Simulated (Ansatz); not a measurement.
# SiGe2H5 (doublet): geometry optimisation

Where does this start of SiGe2H5 (doublet) end when it is relaxed?

Program: Ansatz 0.2.0, Gaussian basis. Level of theory: UKS PBE0/def2-SVP. These are calculated values, not measurements.

**1. Where the work starts**

8 atoms, charge 0, spin multiplicity 2.

Atoms are counted from 1 here; the program's logs count them from 0.

Bond lengths: Si1–Ge2 2.354 Å, Si1–Ge3 2.518 Å, Si1–H4 1.472 Å, Ge2–H5 1.562 Å, Ge2–H6 1.562 Å, Ge3–H7 1.644 Å, Ge3–H8 1.641 Å. Angles: Ge2–Si1–Ge3 76.2°, Ge2–Si1–H4 113.1°, Ge3–Si1–H4 126.0°, Si1–Ge2–H5 108.1°, Si1–Ge2–H6 108.3°, H5–Ge2–H6 94.2°, Si1–Ge3–H7 71.2°, Si1–Ge3–H8 72.0°, H7–Ge3–H8 87.3°.

As a file:

```
Si   -0.9576    0.1463   -0.4543
Ge    1.1458    1.0930   -0.9225
Ge    0.5747   -0.9332    1.2277
H    -1.5645   -0.5156   -1.6201
H     1.7466    1.6268    0.4165
H     2.1865   -0.0643   -1.0602
H    -0.3753   -2.0935    0.5552
H    -0.7621   -0.4085    2.0213
```

The start is a generated structure. Sticks and bond lists go by distance. No spin-orbit coupling is included. 

**2. Relaxation**

The input, in.yaml:

```yaml
crystal:
  periodic: [false, false, false]
  atoms:
    - {symbol: Si, position_ang: [-0.957550, 0.146280, -0.454340]}
    - {symbol: Ge, position_ang: [1.145840, 1.093040, -0.922510]}
    - {symbol: Ge, position_ang: [0.574730, -0.933200, 1.227680]}
    - {symbol: H, position_ang: [-1.564510, -0.515560, -1.620090]}
    - {symbol: H, position_ang: [1.746560, 1.626760, 0.416520]}
    - {symbol: H, position_ang: [2.186500, -0.064280, -1.060240]}
    - {symbol: H, position_ang: [-0.375340, -2.093510, 0.555210]}
    - {symbol: H, position_ang: [-0.762130, -0.408520, 2.021290]}
basis:
  gaussian: {orbitals: def2-SVP}
magnetization: {spin_polarized: true, initial_magnetization: 1}
hamiltonian: {xc: pbe0}
relax: {f_tol: 0.01, max_steps: 150}
```

Started as:

```sh
ansatz run in.yaml --threads 1 --pin off --events-out ev --progress --plain --max-ram 15360MiB --backend cuda --devices 0, --max-vram 18GiB
```

What does the calculation give? Wanted: energy gained; shift from the start; total energy; dipole moment; ⟨S²⟩.

As calculated:

```
                  quantity            value
                     steps               15
             energy gained         1.502 eV
shift from the start (rms)          0.570 Å
              total energy  -120959.5336 eV
             dipole moment           0.63 D
                      ⟨S²⟩            0.758
```

By distance, Ge2–Ge3 formed. Ge2–Ge3 went from 3.009 to 2.530 Å. No vibrations were run, so this is a stationary point, not a proven minimum, and this spin need not be the ground state's.
